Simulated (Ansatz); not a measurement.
**Molecular dynamics of SiW8C8Cl4**

Input file:

```yaml
accuracy: low
crystal:
  lattice:
    - [5.78, 0.0, 0.0]
    - [-2.89, 5.005627, 0.0]
    - [0.0, 0.0, 17.2318]
  atoms:
    - { symbol: W, position: [0.0, 0.0, 0.0580322] }
    - { symbol: C, position: [0.3359302, 0.17883474, 0.1306445] }
    - { symbol: W, position: [0.00063033, 0.00498395, 0.22866901] }
    - { symbol: C, position: [0.32744035, 0.20131123, 0.28962651] }
    - { symbol: W, position: [0.0, 0.5, 0.0580322] }
    - { symbol: C, position: [0.34965654, 0.70103592, 0.13712034] }
    - { symbol: W, position: [0.00762207, 0.51147549, 0.22827001] }
    - { symbol: C, position: [0.38195301, 0.71271226, 0.29009891] }
    - { symbol: W, position: [0.5, 0.0, 0.0580322] }
    - { symbol: C, position: [0.84195942, 0.1812238, 0.133355] }
    - { symbol: W, position: [0.51103878, 0.02092881, 0.22424678] }
    - { symbol: C, position: [0.82888636, 0.1649966, 0.29703071] }
    - { symbol: W, position: [0.5, 0.5, 0.0580322] }
    - { symbol: C, position: [0.84158458, 0.66943539, 0.13410182] }
    - { symbol: W, position: [0.51735524, 0.51915966, 0.22877018] }
    - { symbol: C, position: [0.82831489, 0.68039349, 0.29129473] }
    - { symbol: Si, position: [0.41896815, 0.48095714, 0.54380822] }
    - { symbol: Cl, position: [0.05844202, 0.43722001, 0.5136834] }
    - { symbol: Cl, position: [0.40512203, 0.12710592, 0.52532664] }
    - { symbol: Cl, position: [0.73024585, 0.74904288, 0.47885162] }
    - { symbol: Cl, position: [0.5277644, 0.56519763, 0.65730503] }
basis:
  ecutwfc: 420.0
kpoints:
  mp_grid: { grid: [2, 2, 1] }
hamiltonian:
  xc: pbe
  pseudopotentials: { kind: paw, azcp: { folder: soft_1 } }
scf:
  occupations: { method: fermi_dirac, width: 0.1 }
  lower_state_search: "off"
md:
  timestep: 1
  n_steps: 300
  ensemble: nvt_nose_hoover
  temperature: 1400.0
  initial_velocities: maxwell_boltzmann
  seed: 536021
  nose_hoover: { tau: 50.0, chain_length: 3 }
  constraints: [{ sites: [0, 4, 8, 12] }]
```

Command:

```bash
$ ansatz run input.yaml --threads 2 --pin off --max-ram 5120MiB --backend cpu --events-out ev --progress --plain --runs-dir out
```

It goes on from the last frame of an earlier run, with new velocities.

Output, in part (step lines):

```
md step     0: t =     0.00 fs  T =  1400.0 K  F+E_penalty+E_count = -90039.20453617 eV  E_kin = 3.076388 eV  conserved = -90036.12814819 eV  (13 SCF iters)
md step     1: t =     1.00 fs  T =  1368.1 K  F+E_penalty+E_count = -90039.13428684 eV  E_kin = 3.006352 eV  conserved = -90036.12794180 eV  (9 SCF iters)
md step     2: t =     2.00 fs  T =  1328.5 K  F+E_penalty+E_count = -90039.04689844 eV  E_kin = 2.919280 eV  conserved = -90036.12768744 eV  (9 SCF iters)
md step     3: t =     3.00 fs  T =  1283.1 K  F+E_penalty+E_count = -90038.94667253 eV  E_kin = 2.819520 eV  conserved = -90036.12739938 eV  (9 SCF iters)
md step     4: t =     4.00 fs  T =  1234.1 K  F+E_penalty+E_count = -90038.83841388 eV  E_kin = 2.711926 eV  conserved = -90036.12709221 eV  (8 SCF iters)
md step     5: t =     5.00 fs  T =  1183.9 K  F+E_penalty+E_count = -90038.72717665 eV  E_kin = 2.601594 eV  conserved = -90036.12678250 eV  (4 SCF iters)
md step     6: t =     6.00 fs  T =  1134.8 K  F+E_penalty+E_count = -90038.61801148 eV  E_kin = 2.493612 eV  conserved = -90036.12648589 eV  (4 SCF iters)
md step     7: t =     7.00 fs  T =  1088.9 K  F+E_penalty+E_count = -90038.51572435 eV  E_kin = 2.392817 eV  conserved = -90036.12621478 eV  (4 SCF iters)
[... lines left out ...]
md step   300: t =   300.00 fs  T =  1449.3 K  F+E_penalty+E_count = -90038.38427502 eV  E_kin = 3.184750 eV  conserved = -90036.12653870 eV  (8 SCF iters)
```

The steps, from the saved trajectory:

| time (fs) | T (K) | potential energy less start (eV) | conserved less start (meV/atom) |
| --- | --- | --- | --- |
| 0 | 1400 | 0.000 | 0.00 |
| 10 | 989 | 0.914 | 0.12 |
| 20 | 1167 | 0.579 | 0.04 |
| 30 | 1072 | 0.896 | 0.07 |
| 40 | 919 | 1.370 | 0.11 |
| 50 | 1217 | 0.946 | 0.05 |
| 60 | 1102 | 1.500 | 0.12 |
| 70 | 1157 | 1.650 | 0.15 |
| 80 | 1513 | 1.161 | 0.07 |
| 90 | 1299 | 1.828 | 0.22 |
| 100 | 1676 | 1.126 | 0.04 |
| 110 | 1425 | 1.745 | 0.21 |
| 120 | 1780 | 0.992 | 0.06 |
| 130 | 1452 | 1.682 | 0.15 |
| 140 | 1257 | 2.077 | 0.14 |
| 150 | 1371 | 1.814 | 0.13 |
| 160 | 1280 | 2.007 | 0.11 |
| 170 | 1056 | 2.516 | 0.20 |
| 180 | 1538 | 1.515 | 0.05 |
| 190 | 1384 | 1.926 | 0.18 |
| 200 | 1526 | 1.681 | 0.13 |
| 210 | 1788 | 1.170 | 0.12 |
| 220 | 1731 | 1.284 | 0.07 |
| 230 | 1359 | 2.035 | 0.16 |
| 240 | 1272 | 2.144 | 0.13 |
| 250 | 1234 | 2.153 | 0.16 |
| 260 | 1401 | 1.702 | 0.10 |
| 270 | 1543 | 1.270 | 0.02 |
| 280 | 1325 | 1.587 | 0.16 |
| 290 | 1562 | 0.862 | 0.08 |
| 300 | 1449 | 0.820 | 0.08 |

All steps were run. The conserved energy stayed within 0.24 meV per atom of its start (net change 0.077 meV per atom), so the integration is sound. A run of 0.3 ps of so small a system gives no equilibrium averages. Limits of this set-up: coarse k mesh, slab without dipole correction, no dispersion correction for a molecule that may bind weakly, low accuracy level.

Mean squared displacements from the first frame to the last: W 0.00 Å², C 0.05 Å², Si 3.55 Å², Cl 4.55 Å².

Last frame:

```xyz
21
Lattice="5.7800 0.0000 0.0000 -2.8900 5.0056 0.0000 0.0000 0.0000 17.2318" Properties=species:S:1:pos:R:3
W 0.000 0.000 1.000
C 1.363 0.900 2.294
W -0.007 -0.017 3.922
C 1.275 0.907 5.105
W -1.445 2.503 1.000
C 0.017 3.387 2.333
W -1.528 2.483 3.891
C -0.061 3.086 5.178
W 2.890 0.000 1.000
C 4.394 0.738 2.232
W 2.912 0.012 3.955
C 4.223 0.911 5.105
W 1.445 2.503 1.000
C 2.914 3.343 2.391
W 1.464 2.551 3.970
C 2.729 3.397 5.037
Si 2.221 3.869 9.421
Cl 0.288 3.689 10.038
Cl 2.595 2.430 8.107
Cl 2.618 5.626 8.383
Cl 3.455 3.488 10.961
```

The run took 22 min on 2 threads of Arm Neoverse V2 (shared host), peak memory 1.2 GiB.
